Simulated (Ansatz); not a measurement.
**LiGeN: a trial structure relaxed**

Aim: relax a trial structure of LiGeN and see where it ends.

Program: Ansatz 0.2.0. Level of theory: DFT PBE, scalar-relativistic, plane waves, PAW. These are calculated values, not measurements.

## Step 1: The starting structure

The structure is orthorhombic, space group Immm (No. 71). Conventional cell: a = 3.886 Å, b = 4.622 Å, c = 5.481 Å, α = 90.00°, β = 90.00°, γ = 90.00°. Around Li (site symmetry mmm) lie 2 Ge at 2.31 Å. Ge (site symmetry mmm) has 2 N at 1.94 Å in its first shell of neighbours. N (site symmetry mmm) is surrounded by 2 Ge at 1.94 Å.

As a file:

```
Li Ge N
1.0
    -1.94295    2.31089    2.74065
     1.94295   -2.31089    2.74065
     1.94295    2.31089   -2.74065
Li Ge N
1 1 1
Direct
  0.00000 0.00000 0.00000
  0.50000 0.00000 0.50000
  0.50000 0.50000 0.00000
```

The cell is invented: random cell by space group and Wyckoff sites (Immm, No. 71). Lengths come from tabulated atomic sizes and are only a guess.

## Step 2: A first look at the guess

File input.yaml:

```yaml
crystal:
  lattice:
    - [-1.94295138, 2.31088617, 2.74065293]
    - [1.94295138, -2.31088617, 2.74065293]
    - [1.94295138, 2.31088617, -2.74065293]
  atoms:
    - { symbol: Li, position: [0.0, 0.0, 0.0] }
    - { symbol: Ge, position: [0.5, 0.0, 0.5] }
    - { symbol: "N", position: [0.5, 0.5, 0.0] }
basis:
  ecutwfc: 420
kpoints:
  mp_grid: { grid: [6, 6, 6] }
hamiltonian:
  xc: pbe
scf:
  occupations: { method: gaussian, width: 0.1 }
  lower_state_search: "off"
output:
  forces: true
  stress: true
  eigenvalues: true
```

The run is started by

```
ansatz run input.yaml --threads 1 --pin off --max-ram 2560MiB --backend cpu --events-out ev --progress --plain --runs-dir out
```

The session goes on with these runs: a loose first relaxation; full relaxation.

Q: Predict the outcome of this session. Wanted: conventional cell; volume; energy over the elements; gap on the mesh.

As calculated:

```
                                                              quantity                                                                      value
                                symmetry at the end (tolerance 0.05 Å)                                                  space group Immm (No. 71)
                                                     conventional cell  a = 3.855 Å, b = 3.901 Å, c = 7.588 Å, α = 90.00°, β = 90.00°, γ = 90.00°
                                                                volume                                                              19.02 Å³/atom
energy over the elements (uncorrected; H, N, O, F and Cl as molecules)                                                              +0.35 eV/atom
                                                       gap on the mesh                                                               none (metal)
```

The space group Immm (No. 71) is kept, and the volume per atom grows by 15.9 % from the first guess. With a positive formation energy it can't be a ground state. No finished test with a distortion of lower symmetry is shown, so the end may be a saddle point.
